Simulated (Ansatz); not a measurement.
# GaHOSi: the cost of one run

Computed with Ansatz 0.2.0, Gaussian basis. Level: the settings change from run to run.

23 further runs of the same task are left out: 2 for a known fault of the program, 15 that didn't finish, 6 set aside as unsound or not needed.

**1. What is computed**

The geometry is a PBE0/def2-TZVP stationary point (not a proven minimum) of the parent state, kept for this charge and spin. No spin-orbit coupling is included. The filled d shell of Ga may be among the frozen orbitals whatever the setting's name suggests; the logs give the count.

4 atoms, charge 1, spin multiplicity 2.

Atoms are counted from 1 here; the program's logs count them from 0.

Bond lengths: O1–Ga2 1.730 Å, O1–H4 0.950 Å, Ga2–Si3 2.335 Å. Angles: Ga2–O1–H4 180.0°, O1–Ga2–Si3 180.0°.

As a file:

```tsv
atom	x (Å)	y (Å)	z (Å)
O1	0.00000	0.00000	1.21128
Ga2	0.00000	0.00000	-0.51843
Si3	0.00000	0.00000	-2.85363
H4	0.00000	0.00000	2.16078
```

**2. CCSD(T) on ROHF/6-31G***

in.yaml

```yaml
crystal:
  periodic: [false, false, false]
  atoms:
    - {symbol: O, position_ang: [0.000000, 0.000000, 1.211275]}
    - {symbol: Ga, position_ang: [0.000000, 0.000000, -0.518425]}
    - {symbol: Si, position_ang: [0.000000, 0.000000, -2.853625]}
    - {symbol: H, position_ang: [0.000000, 0.000000, 2.160775]}
basis:
  gaussian: {orbitals: "6-31G*"}
total_charge: 1
magnetization: {spin_polarized: false, initial_magnetization: 1}
correlation: {method: ccsd_t, electrons: outside_noble_gas}
accuracy: high
scf: {omitted_lower_state_checks: [cluster_reference]}
output: {forces: true}
```

Run with:

```bash
$ ansatz run in.yaml --threads 1 --pin off --events-out ev --progress --plain --max-ram 2393MiB
```

**Question.** How long does this run take on 1 thread of Arm Neoverse N1, shared host, and how much memory does it need?

About 51 s, with a peak of 0.43 GiB.
